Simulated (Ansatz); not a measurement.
Task: a comparison of functionals at one structure of Br, space group Pm-3m, with Ansatz 0.2.0 through its Python package. Give the script and its output. Level of theory (first run): PBEsol, PAW, the default cutoff (420 eV here), 7×7×7 k-points, Fermi-Dirac smearing of 0.15 eV. The script varies functional: pbesol, lda, blyp.

```
Br
1.0
     4.59764    0.00000    0.00000
     0.00000    4.59764    0.00000
     0.00000    0.00000    4.59764
Br
3
Direct
  0.50000 0.00000 0.00000
  0.00000 0.50000 0.00000
  0.00000 0.00000 0.50000
```

Script `br_xc.py`:
```python
"""Functional comparison for Br (totals differ with the potentials too)."""

import ansatz as az
from pymatgen.core import Lattice, Structure
from pymatgen.io.ase import AseAtomsAdaptor
from tabulate import tabulate

KSPACING = 0.2
SMEARING_WIDTH = 0.15


def main() -> None:
    pmg_structure = Structure(
        Lattice([(4.59764, 0.0, 0.0), (0.0, 4.59764, 0.0), (0.0, 0.0, 4.59764)]),
        ["Br", "Br", "Br"],
        [
            (0.5, 0.0, 0.0),
            (0.0, 0.5, 0.0),
            (0.0, 0.0, 0.5),
        ],
    )
    structure = az.Crystal.from_ase(AseAtomsAdaptor.get_atoms(pmg_structure))

    setup = (
        structure.calculation()
        .kpoints(spacing=KSPACING)
        .occupations(az.OccupationsMethod.FERMI_DIRAC, width=SMEARING_WIDTH)
    )

    rows = []
    for value in ["pbesol", "lda", "blyp"]:
        rep = setup.functional(value).run(threads=1, pin="off").report
        rows.append((value, rep["free_energy_ev"] / len(rep["lattice"]["sites"]), rep["n_iterations"], rep["n_kpoints"]))

    print(tabulate(rows, headers=["functional", "F/atom (eV)", "iterations", "k-points"], floatfmt=".4f", tablefmt="plain"))


if __name__ == "__main__":
    main()
```

`python br_xc.py` gives:
```text
DeckWarning: basis.ecutwfc = 420 eV, auto-derived from the records' recommended cutoffs: set by Br (normal level)
functional      F/atom (eV)    iterations    k-points
pbesol           -2735.9611             6          20
lda              -2693.3202             6          20
blyp             -2794.2560             6          20
```
(Warnings from the package without file and line.)

What to keep in mind:
- The cell holds an odd number of electrons and is run without spin, so a magnetic state may lie lower.
- BLYP can be off by several per cent in the lattices of metals, and by several GPa in the pressure at a fixed cell.
- A Fermi-Dirac width this large means warm electrons, whose thermal share enters the free energy.
- This isn't the structure that Br takes at ambient conditions.
- Total energies of different functionals can't be compared; pressures, moments and gaps at this one structure can.
- Wall time of the script: 5.1 s on 1 thread of Arm Neoverse V2, on a shared host, peak memory 0.43 GiB.
